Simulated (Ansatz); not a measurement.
**Au (Gold): how the settings move a relaxation**

How sensitive is a relaxation of Au (Gold) to its settings? A reference run comes first, then one run with altered input.

The COD entry's cell or inner coordinates are ideal or old and differ from later refinements, so a difference from it is no clean test against experiment.

Program: Ansatz 0.2.0. Level of theory: reference: DFT, r2SCAN, PAW with Ansatz's default frozen-core files, scalar-relativistic; relaxation of cell and atoms. These are calculated values, not measurements.

### Step 1. Starting point

It takes space group Fm-3m (No. 225, cubic). The conventional cell has a = 4.124 Å, b = 4.124 Å, c = 4.124 Å, α = 90.00°, β = 90.00°, γ = 90.00°. Au (site symmetry m-3m) is surrounded by 12 Au at 2.92 Å.

As a file:

```
CELL_PARAMETERS angstrom
0.00000 2.06220 2.06220
2.06220 0.00000 2.06220
2.06220 2.06220 0.00000
ATOMIC_POSITIONS crystal
Au 0.00000 0.00000 0.00000
```

### Step 2. Baseline

Input file input.yaml:

```yaml
crystal:
  lattice:
    - [0.0, 2.0622005788, 2.0622005788]
    - [2.0622005788, 0.0, 2.0622005788]
    - [2.0622005788, 2.0622005788, 0.0]
  atoms:
    - { symbol: Au, position: [0.0, 0.0, 0.0] }
kpoints:
  mp_grid: { grid: [24, 24, 24] }
scf:
  occupations: { method: fermi_dirac, width: 0.1 }
hamiltonian:
  xc: r2scan
  pseudopotentials: { kind: paw }
relax:
  f_tol: 0.002
  max_steps: 80
  cell: { p_target: 20 }
output:
  forces: true
  stress: true
```

The run is started by

```console
$ ansatz run input.yaml --threads 1 --pin off --max-ram 2560MiB --backend cpu --events-out ev --progress --plain --runs-dir out
```

### Step 3. Changed: mp_grid.grid [36, 36, 36]

Edit input.yaml of step 2 so:

```diff
@@ -8,3 +8,3 @@
 kpoints:
-  mp_grid: { grid: [24, 24, 24] }
+  mp_grid: { grid: [36, 36, 36] }
 scf:
```

Q: Predict the outcome of this session. Wanted: for each run, ending; energy change; pressure; gap; force.

**Answer**, as computed:

| run | ending | energy change | pressure (GPa) | gap (eV) | force (eV/Å) | cycles | time |
| --- | --- | --- | --- | --- | --- | --- | --- |
| reference | converged | 0 | 20.0 | 0.00 | 0.00 | 37 | 31 s |
| 1: mp_grid.grid [36, 36, 36] | converged | +0.5 meV/atom | 20.0 | 0.00 | 0.00 | 37 | 1.7 min |

What this shows: Changing the k-point mesh moves the energy by +0.5 meV/atom. Sampling errors of the energy have no fixed sign. Cost: 1.7 min against 31 s.
